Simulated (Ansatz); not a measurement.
# TeH2: vertical ionisation energy

Aim: the vertical ionisation energy of TeH2, as cation minus neutral at the neutral's geometry, on several levels, and how well −ε(HOMO) stands in for it.

The runs use Ansatz 0.2.0, Gaussian basis; unrestricted cation, the program's frozen cores in correlated methods.

Plan: UKS PBE-D4/def2-TZVPP; UKS r2SCAN-D4/def2-TZVPP; UKS PBE0-D4/def2-TZVPP; UKS B3LYP-D4/def2-TZVPP; UKS wB97X-V/def2-TZVPP; UKS wB97M-V/def2-TZVPP; UKS B2PLYP/def2-TZVPP; UHF-CCSD(T)/def2-TZVPP; UHF-CCSD(T)/def2-QZVPP; extrapolation to the limit; then −ε(HOMO) from the neutral's earlier runs with LDA (SPW92), PBE-D4, revPBE-D4, BLYP-D4, r2SCAN-D4, B97M-V, PBE0-D4, B3LYP-D4, r2SCANh-D4, r2SCAN0-D4, HSE06-D4, BHLYP-D4, CAM-B3LYP-D4, LC-ωPBE, ωB97X-V, ωB97M-V.

**1. Structure used throughout**

An earlier PBE0-D4 in a triple-zeta def2 set relaxation fixed the geometry. Te takes the def2 core potential; no spin-orbit term is included.

SMILES `[TeH2]`, 3 atoms, charge 0, spin multiplicity 1.

Atoms are counted from 1 here; the program's logs count them from 0.

Bond lengths: Te1–H2 1.656 Å, Te1–H3 1.656 Å. Angles: H2–Te1–H3 90.4°.

**2. Cation, UKS PBE-D4/def2-TZVPP**

in.yaml reads:

```yaml
crystal:
  periodic: [false, false, false]
  atoms:
    - {symbol: Te, position_ang: [0.579044, -0.463952, 0.258970]}
    - {symbol: H, position_ang: [0.251690, 1.159168, 0.266056]}
    - {symbol: H, position_ang: [-0.841635, -0.760116, -0.538326]}
basis:
  gaussian: {orbitals: def2-TZVPP}
total_charge: 1
magnetization: {spin_polarized: true, initial_magnetization: 1}
hamiltonian: {xc: pbe, dispersion: d4}
```

After this run come: Cation, UKS r2SCAN-D4/def2-TZVPP; Cation, UKS PBE0-D4/def2-TZVPP; Cation, UKS B3LYP-D4/def2-TZVPP; Cation, UKS wB97X-V/def2-TZVPP; Cation, UKS wB97M-V/def2-TZVPP; Cation, UKS B2PLYP (frozen core)/def2-TZVPP; Cation, UHF-CCSD(T)/def2-TZVPP; Cation, UHF-CCSD(T)/def2-QZVPP.

Before running them: what should the planned runs give, taken together? Wanted: ionisation energy, CCSD(T)/CBS; nearest functional by difference; nearest −ε(HOMO); −ε(HOMO) of PBE; T1 of the cation.

As calculated:

| quantity | value |
| --- | --- |
| ionisation energy, CCSD(T)/CBS | 9.15 eV |
| nearest functional by difference | B3LYP-D4 (-0.08 eV) |
| nearest −ε(HOMO) | LC-ωPBE (-0.01 eV) |
| −ε(HOMO) of PBE | 5.52 eV |
| T1 of the cation | 0.011 |

**Reading.** By cation minus neutral, the functionals miss by 0.20 eV at most. The PBE orbital energy is 3.6 eV too small: a semilocal HOMO is no ionisation energy. Among orbital estimates LC-ωPBE comes nearest. Hartree-Fock falls 1.12 eV short, as the neutral has more correlation energy than the cation. Correlated methods include outer-core shells of Te, which these sets cover unevenly. With outer-core shells in play the reference is unsure by up to some tenths of an eV, so close misses can't be ranked.
